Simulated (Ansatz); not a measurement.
# Sr2SO (P4/mmm) in Ansatz: further runs

One crystal, Sr2SO, is run at these levels: HSE06 form with a typed share of exact exchange; tasks: single point.

Program: Ansatz 0.2.0. These are calculated values, not measurements. Logs are shortened: lines on timing, memory, paths and dates and some standing lists are left out, and cuts for length are marked.

### Step 1. The structure

Symmetry: P4/mmm, No. 123, tetragonal system. Conventional cell: a = 4.043 Å, b = 4.043 Å, c = 5.718 Å, α = 90.00°, β = 90.00°, γ = 90.00°. Sr (site symmetry 4/mmm) has 2 O at 2.86 Å and 4 S at 2.86 Å as nearest neighbours. Sr (site symmetry 4/mmm) has 2 S at 2.86 Å and 4 O at 2.86 Å as nearest neighbours. S (site symmetry 4/mmm) has 6 Sr at 2.86 Å as nearest neighbours. Around O (site symmetry 4/mmm) lie 6 Sr at 2.86 Å.

The cell comes from a database or a generator and needn't be the stable form of this composition.

### Step 2. Single point, HSE06 form with a typed share of exact exchange

Input file input.yaml:

```yaml
crystal:
  lattice:
    - [4.043237, 0.0, 0.0]
    - [0.0, 4.043237, 0.0]
    - [0.0, 0.0, 5.718]
  atoms:
    - { symbol: Sr, position: [0.5, 0.5, 0.5] }
    - { symbol: Sr, position: [0.0, 0.0, 0.0] }
    - { symbol: S, position: [0.0, 0.0, 0.5] }
    - { symbol: O, position: [0.5, 0.5, 0.0] }
hamiltonian:
  xc: { exchange: pbe, correlation: pbe, exx: { coeff: 0.05, omega: 0.2 } }
  pseudopotentials: { kind: paw }
kpoints:
  mp_grid: { grid: [4, 4, 3] }
scf:
  occupations: { method: fermi_dirac, width: 0.05 }
output:
  forces: true
  stress: true
  eigenvalues: true
```

Potentials or basis: Ansatz PAW.

Run with:

```bash
$ ansatz run input.yaml --threads 2 --pin off --max-ram 5632MiB --backend cpu --events-out ev --progress --plain --runs-dir out
```

The program printed:

```text
Warning: output.stress: scf.convergence.dr2_threshold = 1e-7 eV (the SCF's general default) is looser than the 4e-10 eV advised for a printed stress (1e-10 eV for each atom of the cell: 4). What an SCF threshold leaves in a stress goes as its square root, and in the free energy as the threshold itself, and one threshold admits the most on a small cell: of the crystals measured, under no hybrid functional and no lock of the moments, on runs that ended without the residual-converged pass, on stresses that held no estimate of that error, the worst erred by over 100 MPa in a component at 1e-7 eV an atom and by under 5 at 1e-10. Set scf.convergence.dr2_threshold to 4e-10 eV or tighter. The threshold is an SCF's pass mark: one that does not reach it within its budget of iterations ends unconverged, or closes short of it on a stop that the run arms, and scf.convergence.dr2_threshold's page says what that costs each kind of run
Warning: output.stress: scf.exx.energy_threshold = 1e-6 eV is looser than the 4e-8 eV advised for a stress under a hybrid functional (1e-8 eV for each atom of the cell: 4). Every SCF of the exchange loop can meet its threshold on dr2 while the loop round them stops early: no threshold on dr2 bounds what that leaves in the stress. Set scf.exx.energy_threshold to 4e-8 eV or tighter. The threshold is the loop's pass mark: a loop that does not reach it within its budget of cycles ends unconverged, and scf.exx.energy_threshold's page has the law
Warning: RAYON_NUM_THREADS=2 ignored (pool sized by the plan → 2); use --threads N
Engine: ansatz 0.2.0, aarch64-unknown-linux-gnu
Pseudopotentials: kind: paw
Pseudopotential: Sr, paw, valence charge 10, recommended cutoff 420 eV (normal), Sr.paw.azcp
Pseudopotential: S, paw, valence charge 6, recommended cutoff 420 eV (normal), S.paw.azcp
Pseudopotential: O, paw, valence charge 6, recommended cutoff 420 eV (normal), O.paw.azcp
Functional definition: unnamed
  parameter a_1 = 0.05
  parameter omega_1 = 0.2/angstrom
  exchange = pbe_x + (-a_1)*pbe_x_sr(omega_1) + a_1*exact_x_sr(omega_1)
  correlation = pbe_c
Crystal: 4 atoms, lattice volume = 93.477 Å³
Basis set: ecut = 420 eV, 1875 PW (Γ), exchange–correlation on 60×60×80 points (8 copies of the dense FFT grid, shifted against one another)
Bands: 20, of which v1, the nominal top of the filled ones, is band 16 counted from 1 (15 counted from 0)
Symmetry: 16 space group operations
Space group: P4/mmm (ITA 123), of the structure as read, at distance tolerance 4.5e-5 Å
k-points: 12 of 48
Non-local potential: Sr, projectors of the file, l = 0: 3, l = 1: 2, l = 2: 2
Non-local potential: S, projectors of the file, l = 0: 2, l = 1: 2, l = 2: 2
Non-local potential: O, projectors of the file, l = 0: 2, l = 1: 2, l = 2: 1
PAW form: soft (Blöchl's): semilocal exchange-correlation on the pseudo side does not see the compensation charge
PAW frozen core: Sr, regenerated for the run's functional, and the local potential with it (the file was generated under x = pbe(κ = 0.804, μ = 0.2195149727645171), c = pbe(β = 0.06672455060314922))
PAW frozen core: S, regenerated for the run's functional, and the local potential with it (the file was generated under x = pbe(κ = 0.804, μ = 0.2195149727645171), c = pbe(β = 0.06672455060314922))
PAW frozen core: O, regenerated for the run's functional, and the local potential with it (the file was generated under x = pbe(κ = 0.804, μ = 0.2195149727645171), c = pbe(β = 0.06672455060314922))
PAW one-centre angular grid: Sr, 110 points (default); XC on 64 Gauss nodes
PAW one-centre angular grid: S, 110 points (default); XC on 64 Gauss nodes
PAW one-centre angular grid: O, 110 points (default); XC on 96 Gauss nodes
Initial density: superposition of atomic densities (neutral atoms: chi_scale 0, normalization atom), corrected by the library's trained network
Initial wavefunctions: pseudopotential atomic-orbital guess
Functional: x = pbe(κ = 0.804, μ = 0.2195149727645171), c = pbe(β = 0.06672455060314922), warm-up for x = pbe(κ = 0.804, μ = 0.2195149727645171) + 0.05 (exact − pbe) at short range (hse, ω = 0.2 Å⁻¹), c = pbe(β = 0.06672455060314922)
SCF iter   1: F=—  HF=-8564.326968 eV  |F-HF|=—  |Δ(HF+E_count)|=         —  Δρ=1.04e-3  dr2=2.09e-3  ethr=1.77e-3  ⟨swp⟩=13.2  Hψ=1272  notcnv=2
preconditioner: auto → none  [insulator: Δε(μ)=2.379 eV  Ē_g=13.793 eV  σ=0.050 eV  W_gap=1.00  n_scr=20 (ndim 8)  ℏωp=20.3 eV  f_vac=0.000  D(μ)=0.00/eV (n_scr^D=0)]
iter 2 solved again at ethr=4.04e-7 eV; its pass at ethr=6.52e-6 eV (dr2=1.29e-4 eV) is discarded
SCF iter   2: F=-8564.327864 eV  HF=-8564.327768 eV  |F-HF|=9.65e-5  |Δ(HF+E_count)|=   8.00e-4  Δρ=3.93e-4  dr2=1.30e-4  ethr=4.04e-7  ⟨swp⟩=2.9  Hψ=1251  notcnv=0  defer=2
SCF 1 stopped early in 2 iterations: F = -8564.327864 eV  dr2 = 1.30e-4
Initial density: handed on by an earlier stage of this run
Initial wavefunctions: those handed on with the density
Functional: x = pbe(κ = 0.804, μ = 0.2195149727645171) + 0.05 (exact − pbe) at short range (hse, ω = 0.2 Å⁻¹), c = pbe(β = 0.06672455060314922)
Exchange kernel: α = 0.0500, screened, ω = 0.2000 Å⁻¹, Wigner–Seitz truncation, v(0) = 1116.7969 eV·Å³, q-mesh 4×4×3, nearest image of the exchange supercell L = 16.17 Å, pair-density grid 24×24×27, without the augmentation charges, whose exchange is taken in its separable form by FFT convolution over the k-point mesh (sized by the pseudopotential files, 30×30×40 at the most), smooth part of the exact exchange by density-matrix convolution
Frozen-core exchange: fock
SCF iter   1: F=—  HF=-8565.428744 eV  |F-HF|=—  |Δ(HF+E_count)|=         —  Δρ=1.57e-3  dr2=4.67e-3  ethr=4.05e-6  ⟨swp⟩=6.6  Hψ=946  notcnv=0
preconditioner: auto → none  [insulator: Δε(μ)=2.521 eV  Ē_g=14.176 eV  σ=0.050 eV  W_gap=1.00  n_scr=20 (ndim 8)  ℏωp=20.3 eV  f_vac=0.000  D(μ)=0.00/eV (n_scr^D=0)]
SCF iter   2: F=—  HF=-8565.429045 eV  |F-HF|=—  |Δ(HF+E_count)|=   3.00e-4  Δρ=2.80e-3  dr2=6.84e-3  ethr=4.05e-6  ⟨swp⟩=5.0  Hψ=605  notcnv=0
SCF iter   3: F=—  HF=-8565.427826 eV  |F-HF|=—  |Δ(HF+E_count)|=   1.22e-3  Δρ=5.54e-4  dr2=1.40e-4  ethr=4.05e-6  ⟨swp⟩=4.8  Hψ=536  notcnv=0
SCF iter   4: F=—  HF=-8565.427916 eV  |F-HF|=—  |Δ(HF+E_count)|=   8.94e-5  Δρ=6.98e-5  dr2=4.37e-6  ethr=4.30e-7  ⟨swp⟩=3.5  Hψ=491  notcnv=0
SCF iter   5: F=—  HF=-8565.427917 eV  |F-HF|=—  |Δ(HF+E_count)|=   1.57e-6  Δρ=2.77e-5  dr2=5.09e-7  ethr=1.33e-8  ⟨swp⟩=4.4  Hψ=634  notcnv=0  defer=2
SCF iter   6: F=—  HF=-8565.427917 eV  |F-HF|=—  |Δ(HF+E_count)|=   1.96e-7  Δρ=7.46e-6  dr2=1.15e-7  ethr=1.28e-9  ⟨swp⟩=4.5  Hψ=634  notcnv=0  defer=6
SCF iter   7: F=-8565.427917 eV  HF=-8565.427917 eV  |F-HF|=2.58e-7  |Δ(HF+E_count)|=   1.79e-8  Δρ=1.93e-6  dr2=2.43e-8  ethr=2.90e-10  ⟨swp⟩=4.2  Hψ=572  notcnv=0  defer=4
SCF 2 converged in 7 iterations: F = -8565.427917 eV  dr2 = 2.43e-8
hybrid outer 1: dexx = +9.700e-5 eV, tail = 6.51e-8 eV
Exchange kernel: α = 0.0500, screened, ω = 0.2000 Å⁻¹, Wigner–Seitz truncation, v(0) = 1116.7969 eV·Å³, q-mesh 4×4×3, nearest image of the exchange supercell L = 16.17 Å, pair-density grid 24×24×27, without the augmentation charges, whose exchange is taken in its separable form by FFT convolution over the k-point mesh (sized by the pseudopotential files, 30×30×40 at the most), smooth part of the exact exchange by density-matrix convolution
Frozen-core exchange: fock
SCF iter   1: F=—  HF=-8565.427917 eV  |F-HF|=—  |Δ(HF+E_count)|=         —  Δρ=1.37e-5  dr2=1.42e-7  ethr=1.02e-9  ⟨swp⟩=8.8  Hψ=756  notcnv=0
preconditioner: auto → none  [insulator: Δε(μ)=2.451 eV  Ē_g=14.173 eV  σ=0.050 eV  W_gap=1.00  n_scr=20 (ndim 8)  ℏωp=20.3 eV  f_vac=0.000  D(μ)=0.00/eV (n_scr^D=0)]
SCF iter   2: F=-8565.427917 eV  HF=-8565.427917 eV  |F-HF|=2.91e-11  |Δ(HF+E_count)|=   2.87e-8  Δρ=1.09e-6  dr2=4.79e-10  ethr=4.43e-10  ⟨swp⟩=3.8  Hψ=491  notcnv=0
SCF 3 converged in 2 iterations: F = -8565.427917 eV  dr2 = 4.79e-10
  Residual-converged pass: ⟨swp⟩=4.1  Hψ=621  notcnv=0  max |occ|·‖R‖ = 2.4e-6 eV (tolerance 2.4e-6 eV)  dr2=3.38e-10  dr2_onsite=3.36e-11  max |Δocc| = 2.8e-20
hybrid outer 2: dexx = +5.725e-10 eV, tail = 1.03e-9 eV, Δε = 1.63e-4 eV (about 2.22e-5 eV left of the loop's levels)
hybrid SCF converged: 2 outer / 9 inner (+2 warm-up), last move |dexx| = 5.72e-10 eV, tail = 1.03e-9 eV
Stability not checked: this state was not tested for a lower state beside it, because the functional holds exact exchange (a hybrid, or Hartree-Fock), whose exchange loop this test does not read (fock_operator; see scf.lower_state_search)
Free energy (F): -8565.427917 eV
Frozen-core exchange: fock
Harris-Foulkes:  -8565.427917 eV  (|F-HF|=2.91e-11)
Internal energy: -8565.427917 eV  (E = F + TS)
E sigma→0 (E₀):  -8565.427917 eV
Fermi energy:    7.507042 eV
--- Per-component energies (eV) ---
  E_band       = -189.896588
  E_kinetic    = 773.375581
  E_local      = -1698.717038  (includes V_loc(G=0)·N_el)
  E_nonlocal   = 479.761458
  E_hartree    = 448.199331
  E_xc         = -499.516451
  E_vxc        = -488.702224  (∫ρ·V_xc dr)
  E_exx        = -15.537155  (= α·E_x^exact, valence–valence)
  E_paw        = -6153.246252  (= ΣΔE_a)
  E_vpaw       = -120.940864  (= ΣTr[D̂ρ^β])
  E_aug_tail   = 0.002347  (compensation charges beyond the density's cutoff)
  E_ewald      = -1899.577497
  E_core_change = -0.172239  (= ΣΔE_core)
  E_smearing   = -0.000000  (= −TS)
  E_closure    = -0.000002  (closes the sum)
  Σ components = -8565.427917   (vs F -8565.427917, Δ=1.82e-12)
--- Forces (eV/Å), atoms counted from 1 ---
  atom   1  Sr    -0.00000000    -0.00000000     0.00000000
  atom   2  Sr     0.00000000    -0.00000000     0.00000000
  atom   3  S      0.00000000     0.00000000     0.00000000
  atom   4  O      0.00000000    -0.00000000     0.00000000
  max |Σ_I F_I| component: 3.55e-30 eV/Å
--- Stress (GPa, compression-positive) ---
       -0.412715       0.000000       0.000000
        0.000000      -0.412715       0.000000
        0.000000       0.000000      -0.283224
  P = ⅓ Tr σ = -0.3696 GPa (-3.696 kbar)
--- Band table (eV; the first three rows and the last of 12) ---
  k-point 0: bands = ["-27.6469", "-27.5710", "-9.7071", "-9.4480", "-9.4480", "-9.2562", "-9.2562", "-9.2377", "-8.6681", "-5.3873", "4.8159", "5.5633", "5.5633", "6.2102", "6.2517", "6.2517", "8.7022", "9.4063", "11.1436", "11.1436"]
  k-point 1: bands = ["-27.6405", "-27.5770", "-9.7369", "-9.5365", "-9.4220", "-9.4220", "-9.2822", "-9.2822", "-8.3765", "-5.1078", "4.0656", "5.4903", "5.4991", "5.4991", "6.1714", "6.1714", "8.9483", "10.3612", "10.8436", "12.0404"]
  k-point 2: bands = ["-27.6374", "-27.5680", "-9.6980", "-9.6527", "-9.6241", "-9.4080", "-9.2714", "-9.2570", "-8.3190", "-4.9752", "4.3136", "4.8445", "4.9920", "5.5448", "5.9521", "6.0353", "10.0679", "10.6667", "10.8531", "11.5832"]
  k-point 11: bands = ["-27.6171", "-27.5524", "-9.6552", "-9.6552", "-9.6442", "-9.5212", "-9.4428", "-9.4428", "-8.3512", "-4.9074", "4.4820", "4.6746", "4.6746", "5.6780", "5.7597", "5.7597", "10.0175", "10.0175", "12.7190", "12.9149"]
```

It took 16 s on 2 threads of Arm Neoverse V2, shared host; peak memory 1.2 GiB.

Results:

```
Free energy            : -8565.4279 eV
Pressure               : -0.4 GPa
Band gap on the k mesh : 2.45 eV, direct
```

Levels at points of the mesh, in eV from the valence-band top:
| k point | band 13 | band 14 | band 15 | band 16 | band 17 | band 18 | band 19 | band 20 |
| --- | --- | --- | --- | --- | --- | --- | --- | --- |
| (0.00, 0.00, 0.00) | -0.69 | -0.04 | 0.00 | 0.00 | 2.45 | 3.15 | 4.89 | 4.89 |
| (0.00, -0.50, 0.00) | -1.36 | -1.20 | -0.55 | -0.43 | 4.59 | 5.62 | 5.97 | 6.10 |
| (-0.50, -0.50, 0.00) | -0.88 | -0.27 | -0.27 | -0.14 | 2.65 | 2.65 | 5.78 | 6.64 |

Caveat: odd divisions of the mesh miss points on the zone boundary, where band edges often lie, so the gap on the mesh can be too wide; the PAW data sets come from PBE, with cores solved anew for the run's functional, which leaves a small shift of forces and pressure; the thresholds are loose for stress. A k mesh can miss the band edges.

### Step 3. Single point, HSE06 form with a typed share of exact exchange

input.yaml: that of step 2 with these lines changed.

```diff
@@ -11,3 +11,3 @@
 hamiltonian:
-  xc: { exchange: pbe, correlation: pbe, exx: { coeff: 0.05, omega: 0.2 } }
+  xc: { exchange: pbe, correlation: pbe, exx: { coeff: 0.1, omega: 0.2 } }
   pseudopotentials: { kind: paw }
@@ -21 +21,5 @@
   eigenvalues: true
+  write_density: true
+  write_potential: true
+  elf: true
+  volumetric_format: npy
```

Potentials or basis: Ansatz PAW.

Run with:

```bash
$ ansatz run input.yaml --threads 2 --pin off --max-ram 5632MiB --backend cpu --events-out ev --progress --plain --runs-dir out
```

The program printed:

```text
Warning: output.stress: scf.convergence.dr2_threshold = 1e-7 eV (the SCF's general default) is looser than the 4e-10 eV advised for a printed stress (1e-10 eV for each atom of the cell: 4). What an SCF threshold leaves in a stress goes as its square root, and in the free energy as the threshold itself, and one threshold admits the most on a small cell: of the crystals measured, under no hybrid functional and no lock of the moments, on runs that ended without the residual-converged pass, on stresses that held no estimate of that error, the worst erred by over 100 MPa in a component at 1e-7 eV an atom and by under 5 at 1e-10. Set scf.convergence.dr2_threshold to 4e-10 eV or tighter. The threshold is an SCF's pass mark: one that does not reach it within its budget of iterations ends unconverged, or closes short of it on a stop that the run arms, and scf.convergence.dr2_threshold's page says what that costs each kind of run
Warning: output.stress: scf.exx.energy_threshold = 1e-6 eV is looser than the 4e-8 eV advised for a stress under a hybrid functional (1e-8 eV for each atom of the cell: 4). Every SCF of the exchange loop can meet its threshold on dr2 while the loop round them stops early: no threshold on dr2 bounds what that leaves in the stress. Set scf.exx.energy_threshold to 4e-8 eV or tighter. The threshold is the loop's pass mark: a loop that does not reach it within its budget of cycles ends unconverged, and scf.exx.energy_threshold's page has the law
Warning: RAYON_NUM_THREADS=2 ignored (pool sized by the plan → 2); use --threads N
[... 6 set-up lines as earlier in the session ...]
  parameter a_1 = 0.1
[... 3 set-up lines as earlier in the session ...]
Crystal: 4 atoms, lattice volume = 93.477 Å³
Basis set: ecut = 420 eV, 1875 PW (Γ), exchange–correlation on 60×60×80 points (8 copies of the dense FFT grid, shifted against one another)
[... 66 lines left out ...]
  E_core_change = -0.344770  (= ΣΔE_core)
  E_smearing   = -0.000000  (= −TS)
  E_closure    = 0.000003  (closes the sum)
  Σ components = -8566.535519   (vs F -8566.535519, Δ=-1.82e-12)
--- Forces (eV/Å), atoms counted from 1 ---
  atom   1  Sr    -0.00000000     0.00000000     0.00000000
  atom   2  Sr    -0.00000000     0.00000000     0.00000000
  atom   3  S     -0.00000000     0.00000000     0.00000000
  atom   4  O      0.00000000    -0.00000000     0.00000000
  max |Σ_I F_I| component: 1.89e-29 eV/Å
--- Stress (GPa, compression-positive) ---
       -0.616438       0.000000       0.000000
        0.000000      -0.616438       0.000000
        0.000000       0.000000      -0.483293
  P = ⅓ Tr σ = -0.5721 GPa (-5.721 kbar)
--- Band table (eV; the first three rows and the last of 12) ---
  k-point 0: bands = ["-28.2377", "-28.1643", "-10.0532", "-9.7919", "-9.7919", "-9.5926", "-9.5926", "-9.5761", "-9.1458", "-5.7590", "4.6396", "5.4090", "5.4090", "6.0359", "6.0733", "6.0733", "8.7659", "9.4824", "11.2487", "11.2487"]
  k-point 1: bands = ["-28.2308", "-28.1709", "-10.0924", "-9.9117", "-9.7663", "-9.7663", "-9.6181", "-9.6181", "-8.8110", "-5.4699", "3.8916", "5.3029", "5.3476", "5.3476", "5.9901", "5.9901", "9.0142", "10.4473", "10.9449", "12.1491"]
  k-point 2: bands = ["-28.2278", "-28.1616", "-10.0648", "-9.9977", "-9.9918", "-9.7509", "-9.6101", "-9.5927", "-8.7506", "-5.3337", "4.1481", "4.6746", "4.8351", "5.3607", "5.7686", "5.8579", "10.1457", "10.7529", "10.9472", "11.6942"]
  k-point 11: bands = ["-28.2068", "-28.1460", "-10.0037", "-10.0037", "-9.9922", "-9.9007", "-9.7809", "-9.7809", "-8.7859", "-5.2650", "4.3165", "4.5043", "4.5043", "5.4889", "5.5736", "5.5736", "10.0964", "10.0964", "12.8436", "13.0387"]
```

v_z.tsv:

```text
# z_ang	v_es[eV]	v_tot[eV]
# format = ansatz-planar-average/11
# xc	{"exchange":"pbe","correlation":"pbe","exx":{"coeff":0.1,"omega":0.2}}
# density_cutoff_ev	1680
# datasets	Sr=:simpson_from_first_knot:soft:fock:shift=0	S=:simpson_from_first_knot:soft:fock:shift=0	O=:simpson_from_first_knot:soft:fock:shift=0
# lattice	4.043237000	0.000000000	0.000000000
# lattice	0.000000000	4.043237000	0.000000000
# lattice	0.000000000	0.000000000	5.718000000
# sites	4
# site	38	2.021618500	2.021618500	2.859000000
# site	38	0.000000000	0.000000000	0.000000000
# site	16	0.000000000	0.000000000	2.859000000
# site	8	2.021618500	2.021618500	0.000000000
0.000000	-7.813618e0	-1.906298e1
0.142950	-6.867845e0	-1.795481e1
0.285900	-4.265905e0	-1.485810e1
0.428850	-7.111299e-1	-1.057375e1
0.571800	3.002925e0	-5.948696e0
0.714750	5.891450e0	-2.105889e0
[... 32 lines left out ...]
5.432100	-4.265905e0	-1.485810e1
5.575050	-6.867845e0	-1.795481e1
```

It took 16 s on 2 threads of Arm Neoverse V2, shared host; peak memory 1.2 GiB.

What came out:

- Free energy: -8566.5355 eV
- Pressure: -0.6 GPa
- Band gap on the k mesh: 2.69 eV, direct

Stress tensor (GPa, compression positive):
```
-0.62  0.00  0.00
 0.00 -0.62  0.00
 0.00  0.00 -0.48
```

Caveat: odd divisions of the mesh miss points on the zone boundary, where band edges often lie, so the gap on the mesh can be too wide; the PAW data sets come from PBE, with cores solved anew for the run's functional, which leaves a small shift of forces and pressure; the thresholds are loose for stress. A k mesh can miss the band edges.

[end of part 1 of 2]
